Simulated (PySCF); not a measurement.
**[OsO3(H2O)2]2+: forces at shaken geometries**

How stiff is [OsO3(H2O)2]2+? Its atoms are displaced at random by several amounts. It is a constructed species; whether it can be made isn't addressed.

Computed with PySCF 2.14.0. Level: BP86, Os def2-SVP with ECP60, O def2-SVP, H def2-SVP; scalar-relativistic core potentials, no spin–orbit coupling.

3 further runs of the same task are left out: 2 for a known fault of the program, 1 that didn't finish.

## Step 1: Starting geometry

10 atoms, charge 2, spin multiplicity 1.

Bond lengths: Os1–O2 1.708 Å, Os1–O3 1.716 Å, Os1–O4 1.718 Å, Os1–O5 2.069 Å, Os1–O8 2.069 Å, O5–H6 0.997 Å, O5–H7 0.997 Å, O8–H9 0.997 Å, O8–H10 0.997 Å. Angles: O2–Os1–O3 117.3°, O2–Os1–O4 118.3°, O2–Os1–O5 93.7°, O2–Os1–O8 93.7°, O3–Os1–O4 124.4°, O3–Os1–O5 88.6°, O3–Os1–O8 88.6°, O4–Os1–O5 87.9°, O4–Os1–O8 87.9°, O5–Os1–O8 172.5°, Os1–O5–H6 123.7°, Os1–O5–H7 124.0°, H6–O5–H7 110.9°, Os1–O8–H9 124.0°, Os1–O8–H10 123.7°, H9–O8–H10 110.9°.

As a file:

```xyz
10

Os    0.0284    0.0000    0.0334
O    -0.7723    0.0000    1.5426
O    -0.9502    0.0000   -1.3767
O     1.7460    0.0000    0.0241
O     0.1031    2.0649   -0.0793
H     0.8375    2.6136    0.3119
H    -0.6728    2.6381   -0.3309
O     0.1031   -2.0649   -0.0793
H    -0.6728   -2.6381   -0.3309
H     0.8375   -2.6136    0.3119
```

Formal oxidation states: Os +8. An earlier session relaxed this geometry at BP86, Os def2-SVP with ECP60, O def2-SVP, H def2-SVP (singlet, point group Cs).

Its energy there is -468.302569 Eh.

## Step 2: Atoms moved at random, σ = 0.15 Å

Input file run.py (the lines that set the calculation):

```python
mol = gto.M(atom='''
Os     0.30660    -0.05692     0.15923
O     -0.74588     0.19889     1.59601
O     -0.75565    -0.09617    -1.45787
O      1.49379     0.24814     0.06135
O      0.11348     2.25943     0.23436
H      0.66293     2.73055     0.26456
H     -0.89149     2.33435    -0.56854
O      0.23215    -2.29992    -0.30016
H     -0.76674    -2.57844    -0.26445
H      0.93835    -2.73991     0.30239''',
    basis={'Os': 'def2-SVP', 'O': 'def2-SVP', 'H': 'def2-SVP'},
    ecp={'Os': 'def2-SVP'},
    charge=2, spin=0)
mf = dft.RKS(mol, xc='B88,P86')
mf.grids.atom_grid = (50, 194)
mf = mf.density_fit()  # fitting sets: Os def2-universal-JKFIT, O def2-universal-JKFIT, H def2-universal-JKFIT
mf.conv_tol = 1e-08; mf.max_cycle = 55
mf.kernel(dm0)  # dm0: the density of the relaxed state
```

Run with:

```
> OMP_NUM_THREADS=2 python run.py
```

## Step 3: Atoms moved at random, σ = 0.15 Å

Input file run.py (the lines that set the calculation):

```python
mol = gto.M(atom='''
Os     0.19982    -0.11988     0.14603
O     -0.97396     0.14753     1.57537
O     -0.84409     0.14035    -1.57980
O      1.89870     0.01652    -0.10804
O     -0.10294     1.89299     0.09411
H      0.90828     2.50539     0.14296
H     -0.76992     2.88538    -0.30114
O      0.11237    -2.18449    -0.07247
H     -0.74374    -2.75380    -0.17974
H      0.90303    -2.52997     0.30960''',
    basis={'Os': 'def2-SVP', 'O': 'def2-SVP', 'H': 'def2-SVP'},
    ecp={'Os': 'def2-SVP'},
    charge=2, spin=0)
mf = dft.RKS(mol, xc='B88,P86')
mf.grids.atom_grid = (50, 194)
mf = mf.density_fit()  # fitting sets: Os def2-universal-JKFIT, O def2-universal-JKFIT, H def2-universal-JKFIT
mf.conv_tol = 1e-08; mf.max_cycle = 55
mf.kernel(dm0)  # dm0: the density of the relaxed state
```

## Step 4: Atoms moved at random, σ = 0.03 Å

Input file run.py (the lines that set the calculation):

```python
mol = gto.M(atom='''
Os    -0.04051    -0.00823    -0.01254
O     -0.78921    -0.01100     1.57427
O     -0.94106    -0.05585    -1.45504
O      1.76116     0.00830     0.04868
O      0.19271     2.09115    -0.08285
H      0.81766     2.62295     0.33574
H     -0.65045     2.64286    -0.31430
O      0.07683    -2.09224    -0.07198
H     -0.66295    -2.59804    -0.35703
H      0.82335    -2.59989     0.36192''',
    basis={'Os': 'def2-SVP', 'O': 'def2-SVP', 'H': 'def2-SVP'},
    ecp={'Os': 'def2-SVP'},
    charge=2, spin=0)
mf = dft.RKS(mol, xc='B88,P86')
mf.grids.atom_grid = (50, 194)
mf = mf.density_fit()  # fitting sets: Os def2-universal-JKFIT, O def2-universal-JKFIT, H def2-universal-JKFIT
mf.conv_tol = 1e-08; mf.max_cycle = 55
mf.kernel(dm0)  # dm0: the density of the relaxed state
```

What does the calculation give? Wanted: for each run, σ; energy rise; harmonic estimate −½ F·u; largest force component.

The runs gave:

| σ (Å) | energy rise (eV) | harmonic estimate −½ F·u (eV) | largest force component (eV/Å) |
| --- | --- | --- | --- |
| 0.15 | 21.466 | 26.912 | 97.56 |
| 0.15 | 4.669 | 4.113 | 8.50 |
| 0.03 | 0.618 | 0.609 | 5.10 |

Every displacement raises the energy. For a harmonic well the rise equals −½ F·u; the two differ by at most 25 % here (a move with σ = 0.15 Å), from anharmonicity, the grid and the small forces left at the relaxed point. The bases are small and lack diffuse functions. Spin–orbit coupling is left out.
